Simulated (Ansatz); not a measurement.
# BCCD(T)/def2-SVP (core potential) run of SnNH2F (SMILES [NH2][Sn][F])

Aim: the electronic atomisation energy of SnNH2F at BCCD(T)/def2-SVP (core potential), from 5 runs. 

The results are computed with Ansatz 0.2.0.

69 further runs of the same task are left out: 69 set aside as unsound or not needed.

## Step 1: The structure to begin with

SnNH2F has 5 atoms, charge 0, and is taken as a singlet. As SMILES, `[NH2][Sn][F]`. The shape is that of a PBE0-D4/def2-TZVP optimisation. This is one conformer, not always the lowest.

Bond lengths: N1–Sn2 2.003 Å, Sn2–F3 1.951 Å, N1–H4 1.008 Å, N1–H5 1.010 Å. Angles: N1–Sn2–F3 92.0°, Sn2–N1–H4 126.2°, Sn2–N1–H5 121.8°, H4–N1–H5 112.0°.

## Step 2: A single-point energy at BCCD(T)/def2-SVP (core potential)

job.yaml reads:

```yaml
crystal:
  periodic: [false, false, false]
  atoms:
    - {symbol: N, position_ang: [-0.302900, 0.495500, -0.393300]}
    - {symbol: Sn, position_ang: [0.338900, -0.053700, 1.423200]}
    - {symbol: F, position_ang: [0.966900, -1.775900, 0.754300]}
    - {symbol: H, position_ang: [-0.746800, 1.369300, -0.629100]}
    - {symbol: H, position_ang: [-0.206200, -0.108900, -1.196600]}
basis:
  gaussian:
    orbitals: def2-SVP
accuracy: high
correlation:
  method: bccd_t
  frozen_orbitals: {F: 1, H: 0, "N": 1, Sn: 4}
scf:
  omitted_lower_state_checks: [cluster_reference, increment]
```

Started as:

```bash
$ ansatz run job.yaml --threads 1 --pin off --max-ram 3480MiB --events-out events.jsonl --progress --plain --runs-dir runs
```

The program printed:

```text
Warning: RAYON_NUM_THREADS=1 ignored (pool sized by the plan → 1); use --threads N
[... 12 lines left out ...]
6 core orbitals not correlated: weight in the atoms' cores, before any rotation towards them, 1.000 or more for the frozen orbitals, at most 0.000 for the correlated occupied ones
[... 27 lines left out ...]
Total energy: -10035.74052988 eV, -368.8066620038 hartree
Checks for a lower state left out: cluster_reference, increment
```

Wall time 12 s (1 thread of Arm Neoverse V1, shared host); peak memory 0.33 GiB.

## Step 3: The F atom, same level

job.yaml reads:

```yaml
crystal:
  periodic: [false, false, false]
  atoms:
    - {symbol: F, position_ang: [0.000000, 0.000000, 0.000000]}
basis:
  gaussian:
    orbitals: def2-SVP
magnetization:
  spin_polarized: true
  initial_magnetization: 1
correlation:
  method: bccd_t
  frozen_orbitals: {F: 1}
accuracy: high
scf:
  omitted_lower_state_checks: [cluster_reference, increment]
```

Started as:

```bash
$ ansatz run job.yaml --threads 1 --pin off --max-ram 3480MiB --events-out events.jsonl --progress --plain --runs-dir runs
```

The program printed:

```text
Warning: RAYON_NUM_THREADS=1 ignored (pool sized by the plan → 1); use --threads N
[... 13 lines left out ...]
1 core orbitals not correlated: weight in the atoms' cores, before any rotation towards them, 1.000 or more for the frozen orbitals, at most 0.000 for the correlated occupied ones
[... 17 lines left out ...]
Total energy: -2705.75666941 eV, -99.4347235729 hartree
Checks for a lower state left out: cluster_reference, increment
```

Run time: 0.38 s. Hardware: 1 thread of Arm Neoverse V1, shared host.

## Step 4: The H atom: a single-point energy at UHF/def2-SVP

job.yaml reads:

```yaml
basis:
  gaussian:
    orbitals: def2-SVP
crystal:
  periodic: [false, false, false]
  atoms:
    - {symbol: H, position_ang: [0.000000, 0.000000, 0.000000]}
magnetization:
  spin_polarized: true
  initial_magnetization: 1
hamiltonian:
  xc: hf
accuracy: high
```

Run the same way, it converges to -0.49928 Eh (log not shown).

## Step 5: The N atom at the same level

job.yaml reads:

```yaml
crystal:
  periodic: [false, false, false]
  atoms:
    - {symbol: N, position_ang: [0.000000, 0.000000, 0.000000]}
basis:
  gaussian:
    orbitals: def2-SVP
magnetization:
  spin_polarized: true
  initial_magnetization: 3
correlation:
  method: bccd_t
  frozen_orbitals: {"N": 1}
accuracy: high
scf:
  omitted_lower_state_checks: [cluster_reference, increment]
```

Run the same way, it converges to -54.42172 Eh (log not shown).

## Step 6: The Sn atom, same level

molecule.yaml reads:

```yaml
crystal:
  periodic: [false, false, false]
  atoms:
    - {symbol: Sn, position_ang: [0.000000, 0.000000, 0.000000]}
basis:
  gaussian:
    orbitals: def2-SVP
magnetization:
  spin_polarized: true
  initial_magnetization: 2
correlation:
  method: bccd_t
  frozen_orbitals: {Sn: 4}
accuracy: high
scf:
  omitted_lower_state_checks: [cluster_reference, increment]
```

Started as:

```bash
$ ansatz run molecule.yaml --threads 1 --pin off --max-ram 3480MiB --events-out events.jsonl --progress --plain --runs-dir runs
```

The program printed:

```text
Warning: RAYON_NUM_THREADS=1 ignored (pool sized by the plan → 1); use --threads N
[... 13 lines left out ...]
4 core orbitals not correlated: weight in the atoms' cores, before any rotation towards them, 1.000 or more for the frozen orbitals, at most 0.000 for the correlated occupied ones
[... 17 lines left out ...]
Total energy: -5807.13575855 eV, -213.4083029086 hartree
Checks for a lower state left out: cluster_reference, increment
```

It took 0.68 s on 1 thread of Arm Neoverse V1, shared host.

## Step 7: What came out

Level: BCCD(T)/def2-SVP (core potential), 6 core orbitals frozen.

| quantity | value |
| --- | --- |
| molecule: total energy | -368.80666 Eh |
| molecule: correlation energy (6 core orbitals frozen) | -485.6 mEh |
| molecule: (T) correction | -13.60 mEh |
| F atom: total energy | -99.43472 Eh |
| F atom: correlation energy (1 core orbital frozen) | -150.7 mEh |
| F atom: (T) correction | -1.02 mEh |
| F atom: ⟨S²⟩ of the reference determinant | 0.752 |
| H atom: total energy | -0.49928 Eh |
| H atom: ⟨S²⟩ | 0.750 |
| N atom: total energy | -54.42172 Eh |
| N atom: correlation energy (1 core orbital frozen) | -85.2 mEh |
| N atom: (T) correction | -0.71 mEh |
| N atom: ⟨S²⟩ of the reference determinant | 3.757 |
| Sn atom: total energy | -213.40830 Eh |
| Sn atom: correlation energy (4 core orbitals frozen) | -72.2 mEh |
| Sn atom: (T) correction | -1.64 mEh |
| Sn atom: ⟨S²⟩ of the reference determinant | 2.010 |
| electronic atomisation energy | 14.786 eV |

In words: Taking the molecule apart into free atoms costs 14.79 eV (341 kcal/mol), before zero-point energy and without spin-orbit coupling. The triples (molecule) make up 2.8 % of the correlation energy. The triples (F atom) make up 0.7 % of the correlation energy. The triples (N atom) make up 0.8 % of the correlation energy. The triples (Sn atom) make up 2.3 % of the correlation energy.
